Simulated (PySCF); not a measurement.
# F3OW (W(O)(F)3): the cost of one run

Computed with PySCF 2.14.0. Level: BP86, W def2-SVP with ECP60, O def2-SVP, F def2-SVP; scalar-relativistic core potentials, no spin–orbit coupling.

4 further runs of the same task are left out: 2 for a known fault of the program, 2 that didn't finish.

### Step 1. The starting structure

5 atoms, charge 0, spin multiplicity 2.

Bond lengths: W1–O2 1.510 Å, W1–F3 1.737 Å, W1–F4 1.737 Å, W1–F5 1.737 Å. Angles: O2–W1–F3 109.5°, O2–W1–F4 109.5°, O2–W1–F5 109.5°, F3–W1–F4 109.5°, F3–W1–F5 109.5°, F4–W1–F5 109.5°.

Geometry (Å):

```
W     0.00000    0.00000    0.00000
O     0.87160    0.87160    0.87160
F    -1.00300   -1.00300    1.00300
F     1.00300   -1.00300   -1.00300
F    -1.00300    1.00300   -1.00300
```

Formal oxidation states: W +5.

### Step 2. SCF at the start, doublet

run.py (the lines that set the calculation) reads:

```python
mol = gto.M(atom='''
W      0.00000     0.00000     0.00000
O      0.87160     0.87160     0.87160
F     -1.00300    -1.00300     1.00300
F      1.00300    -1.00300    -1.00300
F     -1.00300     1.00300    -1.00300''',
    basis={'W': 'def2-SVP', 'O': 'def2-SVP', 'F': 'def2-SVP'},
    ecp={'W': 'def2-SVP'},
    charge=0, spin=1)
mf = dft.UKS(mol, xc='B88,P86')
mf.grids.atom_grid = (50, 194)
mf = mf.density_fit()  # fitting sets: W def2-universal-JKFIT, O def2-universal-JKFIT, F def2-universal-JKFIT
mf.conv_tol = 1e-08; mf.max_cycle = 55
mf.kernel(dm0)  # dm0: free metal ions and neutral atoms
```

Run with:

```bash
> OMP_NUM_THREADS=2 python run.py
```

What time and memory should one allow on 2 threads of Arm Neoverse V2, shared host?

About 12 s, with a peak of 0.61 GiB.
